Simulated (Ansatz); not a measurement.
This script makes a comparison of functionals at one structure of BRh, space group P6_3/mmc with Ansatz 0.2.0, Python API.

Script `brh.py`:
```python
"""One structure of BRh under several functionals."""

import ansatz as az
import pandas as pd

structure = (
    az.Lattice.of((3.37707, 0.0, 0.0), (-1.688535, 2.924629, 0.0), (0.0, 0.0, 4.095685))
    .atom("B", (0.0, 0.0, 0.0))
    .atom("B", (0.0, 0.0, 0.5))
    .atom("Rh", (2 / 3, 1 / 3, 0.75))
    .atom("Rh", (1 / 3, 2 / 3, 0.25))
)

calc = (
    structure.calculation()
    .pseudopotentials("paw")
    .kpoints(8, 8, 6)
    .occupations("fermi_dirac", width=0.1)
    .stress()
)

rows = []
for value in ["blyp", "lda", "pbesol"]:
    rep = calc.functional(value).run().report
    rows.append((value, rep["free_energy_ev"] / len(rep["lattice"]["sites"]), rep["n_iterations"], sum(rep["stress_gpa"][i][i] for i in range(3)) / 3, rep["n_kpoints"]))

table = pd.DataFrame(rows, columns=["functional", "F/atom (eV)", "iterations", "P (GPa)", "k-points"])
print(table.round(5).to_string(index=False))
```

Rank the functionals by the pressure that they give at this structure. What does the order say about their lattices?

From lowest to highest: LDA (-10.2 GPa), PBEsol (-4.5 GPa) and BLYP (14.9 GPa). At a fixed cell a lower pressure usually means a smaller equilibrium volume, so LDA prefers the smallest cell and BLYP the largest.

What the script printed:

```console
$ python brh.py
DeckWarning: basis.ecutwfc = 420 eV, auto-derived from the records' recommended cutoffs: set by B (normal level)
functional  F/atom (eV)  iterations   P (GPa)  k-points
      blyp  -3286.96320           7  14.89218        40
       lda  -3214.61962           6 -10.22873        40
    pbesol  -3246.13950           6  -4.52235        40
```
(Warnings from the package without file and line.)

Caveats:
- BLYP can be off by several per cent in the lattices of metals, and by several GPa in the pressure at a fixed cell.
- The mesh is modest for a metal, so energies can be off by several to tens of meV an atom and pressures by half a GPa or more; differences at equal mesh fare better.
- Pressure is positive in compression.
- This cell is a computed structure, which may not be the phase found in nature.
- Total energies of different functionals can't be compared; pressures, moments and gaps at this one structure can.
- Run time: 7.8 s on 1 thread of Intel(R) Xeon(R) Platinum 8259CL CPU @ 2.50GHz (Skylake/Cascade Lake), with other jobs on the host, peak memory 0.46 GiB.
